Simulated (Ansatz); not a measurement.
# Ge: the cost of one run

Program: Ansatz 0.2.0. Level of theory: DFT PBEsol, scalar-relativistic, plane waves, PAW, and further levels as typed in the inputs. These are calculated values, not measurements.

## Step 1: Starting point

Symmetry: P6_3/mmc, No. 194, hexagonal system. The conventional cell has a = 3.986 Å, b = 3.986 Å, c = 6.577 Å, α = 90.00°, β = 90.00°, γ = 120.00°. Ge (site symmetry 3m) is surrounded by 4 Ge at 2.44 to 2.47 Å.

Coordinates:

```
CELL_PARAMETERS angstrom
3.98550 0.00000 0.00000
-1.99275 3.45154 0.00000
0.00000 0.00000 6.57720
ATOMIC_POSITIONS crystal
Ge 0.33333 0.66667 0.06250
Ge 0.66667 0.33333 0.56250
Ge 0.66667 0.33333 0.93750
Ge 0.33333 0.66667 0.43750
```

## Step 2: Relaxing the atoms: Ge, no spin

The input, input.yaml:

```yaml
crystal:
  lattice:
    - [3.9855, 0.0, 0.0]
    - [-1.99275, 3.4515442468, 0.0]
    - [0.0, 0.0, 6.5772]
  atoms:
    - { symbol: Ge, position: [0.3333333333, 0.6666666667, 0.0625] }
    - { symbol: Ge, position: [0.6666666667, 0.3333333333, 0.5625] }
    - { symbol: Ge, position: [0.6666666667, 0.3333333333, 0.9375] }
    - { symbol: Ge, position: [0.3333333333, 0.6666666667, 0.4375] }
scf:
  occupations: { method: gaussian, width: 0.01 }
output:
  forces: true
  stress: true
hamiltonian:
  xc: pbesol
kpoints:
  mp_grid: { grid: [8, 8, 4] }
relax:
  f_tol: 0.002
```

Launch:

```bash
> ansatz run input.yaml --threads 12 --pin off --max-ram 30720MiB --backend cpu --events-out ev --progress --plain --runs-dir out
```

**Question.** How long does this run take on 12 threads of Intel Xeon 6975P-C (Granite Rapids), shared host, and how much memory does it need?

About 1.7 s, with a peak of 0.62 GiB.
